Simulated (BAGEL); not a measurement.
# CH3CuS (SMILES C[S][Cu]) at HF/3-21G (density fitting with qzvpp-jkfit)

What is the energy change on altering one bond length of CH3CuS at HF/3-21G (density fitting with qzvpp-jkfit)? 

The calculation is run with BAGEL 1.2.2.

9 further runs of the same task are left out: 6 that didn't finish, 3 set aside as unsound or not needed. Runs told in other sessions of the task aren't counted.

### Step 1. The system as given

CH3CuS has 6 atoms, charge 0, and is taken as a singlet. SMILES: `C[S][Cu]`. Geometry: relaxed at PBE0-D4/def2-TZVP.

Bond lengths: C1–S2 1.819 Å, S2–Cu3 2.119 Å, C1–H4 1.092 Å, C1–H5 1.089 Å, C1–H6 1.089 Å. Angles: C1–S2–Cu3 104.2°, S2–C1–H4 106.3°, S2–C1–H5 112.1°, S2–C1–H6 112.0°, H4–C1–H5 108.3°, H4–C1–H6 108.3°, H5–C1–H6 109.7°.

### Step 2. The energy at HF/3-21G (density fitting with qzvpp-jkfit)

File job.json:

```json
{ "bagel": [

{
  "title": "molecule",
  "basis": "3-21g.json",
  "df_basis": "qzvpp-jkfit",
  "angstrom": true,
  "geometry": [
    { "atom": "C", "xyz": [   -0.361000,    0.349400,   -0.319400 ] },
    { "atom": "S", "xyz": [    0.131700,   -1.355400,    0.081400 ] },
    { "atom": "Cu", "xyz": [    1.727000,   -1.126700,    1.456800 ] },
    { "atom": "H", "xyz": [   -1.184100,    0.271400,   -1.032500 ] },
    { "atom": "H", "xyz": [    0.446800,    0.908800,   -0.789900 ] },
    { "atom": "H", "xyz": [   -0.718300,    0.888500,    0.557300 ] }
  ]
},
{ "title": "hf" },
{ "title": "print", "file": "orbitals.molden", "orbitals": true }

]}
```

The basis set 3-21G is read from a file made from the Basis Set Exchange's data (not shown).

The run is started by

```bash
$ BAGEL_NUM_THREADS=1 BAGEL job.json > job.out
```

Output:

```text
* using 1 threads per process

  ===============================================================
  ===============================================================

  *** Geometry ***

  { "atom" : "C", "xyz" : [     -0.682191,      0.660270,     -0.603579 ] },
  { "atom" : "S", "xyz" : [      0.248877,     -2.561335,      0.153824 ] },
  { "atom" : "Cu", "xyz" : [      3.263557,     -2.129154,      2.752953 ] },
  { "atom" : "H", "xyz" : [     -2.237625,      0.512872,     -1.951142 ] },
  { "atom" : "H", "xyz" : [      0.844330,      1.717383,     -1.492695 ] },
  { "atom" : "H", "xyz" : [     -1.357390,      1.679022,      1.053144 ] },

  Number of auxiliary basis functions:      521

  Since a DF basis is specified, we compute 2- and 3-index integrals:
    o Being stored without compression. Storage requirement is 0.013 GB

  Number of basis functions:       55
  Number of electrons      :       54

    * METHOD: MOLECULE                             0.17

  *** RHF ***

  === Nuclear Repulsion ===
   206.5998059221

      * DIIS with orbital gradients will be used.

  === RHF iteration (3-21g.json) ===
      0      -2065.36580266          0.03769406           0.05
      1      -2062.50818755          0.11463693           0.04
      2      -2065.59857426          0.00886914           0.04
      3      -2065.63579322          0.00235773           0.04
      4      -2065.64195738          0.00184082           0.05
      5      -2065.64870475          0.00173003           0.05
      6      -2065.65435981          0.00149152           0.04
      7      -2065.65681600          0.00066905           0.04
      8      -2065.65704838          0.00012547           0.04
      9      -2065.65705771          0.00003275           0.04
     10      -2065.65705864          0.00001939           0.04
     11      -2065.65705900          0.00000904           0.04
     12      -2065.65705911          0.00000727           0.04
     13      -2065.65705926          0.00000584           0.05
     14      -2065.65705940          0.00000425           0.05
     15      -2065.65705950          0.00000240           0.05
     16      -2065.65705953          0.00000138           0.05
     17      -2065.65705953          0.00000075           0.05
     18      -2065.65705953          0.00000061           0.06
     19      -2065.65705953          0.00000023           0.05
     20      -2065.65705953          0.00000012           0.06
     21      -2065.65705953          0.00000007           0.06
     22      -2065.65705953          0.00000005           0.06
     23      -2065.65705953          0.00000004           0.05
     24      -2065.65705953          0.00000003           0.06
     25      -2065.65705953          0.00000002           0.05
     26      -2065.65705953          0.00000001           0.06
     27      -2065.65705953          0.00000001           0.06
    * SCF iteration converged.

    * Permanent dipole moment:
           (   -1.533673,    -0.754829,    -1.329418) a.u.

    * METHOD: HF                                   1.52

    * METHOD: PRINT                                0.01

  ===============================================================
```

It took 1.9 s on 1 thread of Arm Neoverse V2, shared host.

### Step 3. The distorted shape at the same level

File input.json:

```json
{ "bagel": [

{
  "title": "molecule",
  "basis": "3-21g.json",
  "df_basis": "qzvpp-jkfit",
  "angstrom": true,
  "geometry": [
    { "atom": "C", "xyz": [   -0.434916,    0.605159,   -0.379529 ] },
    { "atom": "S", "xyz": [    0.131700,   -1.355400,    0.081400 ] },
    { "atom": "Cu", "xyz": [    1.727000,   -1.126700,    1.456800 ] },
    { "atom": "H", "xyz": [   -1.258016,    0.527159,   -1.092629 ] },
    { "atom": "H", "xyz": [    0.372884,    1.164559,   -0.850029 ] },
    { "atom": "H", "xyz": [   -0.792216,    1.144259,    0.497171 ] }
  ]
},
{ "title": "hf" },
{ "title": "print", "file": "orbitals.molden", "orbitals": true }

]}
```

The basis set 3-21G is read from a file made from the Basis Set Exchange's data (not shown).

The run is started by

```bash
$ BAGEL_NUM_THREADS=1 BAGEL input.json > input.out
```

Output:

```text
* using 1 threads per process

  ===============================================================
  ===============================================================

  *** Geometry ***

  { "atom" : "C", "xyz" : [     -0.821872,      1.143585,     -0.717206 ] },
  { "atom" : "S", "xyz" : [      0.248877,     -2.561335,      0.153824 ] },
  { "atom" : "Cu", "xyz" : [      3.263557,     -2.129154,      2.752953 ] },
  { "atom" : "H", "xyz" : [     -2.377306,      0.996186,     -2.064770 ] },
  { "atom" : "H", "xyz" : [      0.704649,      2.200698,     -1.606322 ] },
  { "atom" : "H", "xyz" : [     -1.497071,      2.162336,      0.939517 ] },

  Number of auxiliary basis functions:      521

  Since a DF basis is specified, we compute 2- and 3-index integrals:
    o Being stored without compression. Storage requirement is 0.013 GB

  Number of basis functions:       55
  Number of electrons      :       54

    * METHOD: MOLECULE                             0.19

  *** RHF ***

  === Nuclear Repulsion ===
   199.3340209041

      * DIIS with orbital gradients will be used.

  === RHF iteration (3-21g.json) ===
      0      -2065.35608150          0.03768808           0.06
      1      -2062.29069998          0.12002175           0.05
      2      -2065.59100577          0.00812000           0.05
      3      -2065.62585640          0.00236368           0.05
      4      -2065.63211965          0.00184956           0.06
      5      -2065.63900048          0.00172471           0.06
      6      -2065.64459812          0.00144865           0.05
      7      -2065.64692348          0.00073982           0.05
      8      -2065.64720481          0.00022942           0.05
      9      -2065.64721890          0.00004711           0.06
     10      -2065.64722024          0.00002362           0.05
     11      -2065.64722070          0.00000959           0.06
     12      -2065.64722084          0.00000775           0.05
     13      -2065.64722100          0.00000600           0.06
     14      -2065.64722114          0.00000467           0.05
     15      -2065.64722127          0.00000351           0.06
     16      -2065.64722130          0.00000212           0.05
     17      -2065.64722131          0.00000092           0.06
     18      -2065.64722131          0.00000053           0.06
     19      -2065.64722131          0.00000015           0.06
     20      -2065.64722131          0.00000010           0.06
     21      -2065.64722131          0.00000005           0.05
     22      -2065.64722131          0.00000002           0.06
     23      -2065.64722131          0.00000001           0.06
    * SCF iteration converged.

    * Permanent dipole moment:
           (   -1.508372,    -0.855357,    -1.309039) a.u.

    * METHOD: HF                                   1.46

    * METHOD: PRINT                                0.01

  ===============================================================
```

Wall time 1.8 s (1 thread of Arm Neoverse V2, shared host).

### Step 4. Results

At HF/3-21G (density fitting with qzvpp-jkfit):

| quantity | value |
| --- | --- |
| first shape: total energy | -2065.65706 Eh |
| first shape: dipole moment | 5.50 D |
| first shape: HOMO energy | -8.49 eV |
| first shape: LUMO energy | 0.37 eV |
| first shape: HOMO–LUMO gap | 8.85 eV |
| distorted shape: total energy | -2065.64722 Eh |
| distorted shape: dipole moment | 5.52 D |
| distorted shape: HOMO energy | -8.62 eV |
| distorted shape: LUMO energy | 0.39 eV |
| distorted shape: HOMO–LUMO gap | 9.01 eV |
| energy change with the C1–S2 bond stretched from 1.819 to 2.092 Å | 0.268 eV |

With the C1–S2 bond stretched from 1.819 to 2.092 Å the energy rises by 0.27 eV (6.2 kcal/mol). The first shape isn't relaxed at this level, so the change isn't measured from a minimum.
